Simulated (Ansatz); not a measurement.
Below is the output of a Python script on the Python package of Ansatz (0.2.0) that makes a geometry optimisation of AlH₅OSSi₂, SMILES O[SiH]1[SiH2][AlH][S]1. Write a script that gives it. Level of theory: B3LYP, cc-pVDZ basis, multiplicity 1.

```xyz
10

O    -1.3510    0.5877    1.9772
Si   -0.0344    0.7562    0.9363
Si    0.3585   -1.1511   -0.0715
Al    0.2483    0.0412   -2.0966
S    -0.5128    1.8416   -0.8609
H    -2.1258    0.3161    1.3784
H     1.1662    1.3203    1.6338
H     1.7920   -1.6238    0.1958
H    -0.6761   -2.1217    0.1890
H     1.2184   -0.0176   -3.2784
```

```console
$ python alh5ossi2_opt.py
converged              True
free_energy_ev         -35320.620909113655
reference_energy_ev    -35320.620909113655
n_frozen               0
n_occupied             [35, 35]
n_virtual              [76, 76]
bond        before    after (A)
O0-Si1       1.6868   1.6908
O0-H5        1.0162   0.9676
Si1-Si2      2.1927   2.3848
Si1-S4       2.1533   2.2132
Si1-H6       1.4987   1.4918
Si2-Al3      2.3526   2.4477
Si2-H7       1.5329   1.4994
Si2-H8       1.4423   1.5021
Al3-S4       2.3125   2.2262
Al3-H9       1.5301   1.5861
```

The script that was run (others could print the same):

`alh5ossi2_opt.py`:
```python
'''Geometry optimisation of AlH5OSSi2.'''

import warnings

import ansatz as az
import numpy as np


def main() -> None:
    warnings.simplefilter('ignore', az.DeckWarning)

    system = (
        az.Crystal.molecule()
        .atom('O', (-1.351, 0.5877, 1.9772))
        .atom('Si', (-0.0344, 0.7562, 0.9363))
        .atom('Si', (0.3585, -1.1511, -0.0715))
        .atom('Al', (0.2483, 0.0412, -2.0966))
        .atom('S', (-0.5128, 1.8416, -0.8609))
        .atom('H', (-2.1258, 0.3161, 1.3784))
        .atom('H', (1.1662, 1.3203, 1.6338))
        .atom('H', (1.792, -1.6238, 0.1958))
        .atom('H', (-0.6761, -2.1217, 0.189))
        .atom('H', (1.2184, -0.0176, -3.2784))
    )

    calculation = system.calculation()
    calculation = calculation.basis(gaussian='cc-pVDZ')
    calculation = calculation.functional('b3lyp')
    symbols = [site.symbol for site in system.cartesian_sites]
    start = np.array([site.position_ang for site in system.cartesian_sites], dtype=float)
    r = calculation.relax(force_tolerance=0.01).run(threads=1, backend='cpu').report
    end = np.array(r['positions_ang'])

    for key in ('converged', 'free_energy_ev', 'reference_energy_ev', 'n_frozen', 'n_occupied', 'n_virtual'):
        print(f'{key:22s} {r[key]}')

    print('bond        before    after (A)')
    for i, j in [(0, 1), (0, 5), (1, 2), (1, 4), (1, 6), (2, 3), (2, 7), (2, 8), (3, 4), (3, 9)]:
        d0, d1 = (np.linalg.norm(xyz[i] - xyz[j]) for xyz in (start, end))
        print(f'{symbols[i]}{i}-{symbols[j]}{j}'.ljust(10), f'{d0:8.4f} {d1:8.4f}')
    with open('alh5ossi2_opt.xyz', 'w') as handle:
        handle.write(f'{len(symbols)}\nrelaxed AlH5OSSi2\n')
        handle.writelines(f'{s:2s} {x:11.6f} {y:11.6f} {z:11.6f}\n' for s, (x, y, z) in zip(symbols, end))


if __name__ == '__main__':
    main()
```

Caveats:
- Total energies depend on the basis set; only differences at equal settings carry meaning.
- The end point is the stationary point reached from this start; no frequency run checks that it is a minimum, and the basis set is modest.
- b3lyp holds the VWN-RPA fit, as in Gaussian; the form of ORCA and Turbomole is b3lyp5.
- The whole script took 2.2 min on 1 thread of AMD EPYC 7R43 64-Core Processor (Zen 3), on a shared host, peak memory 0.36 GiB.

(Lines on the test bed's own set-up are left out of the output.)
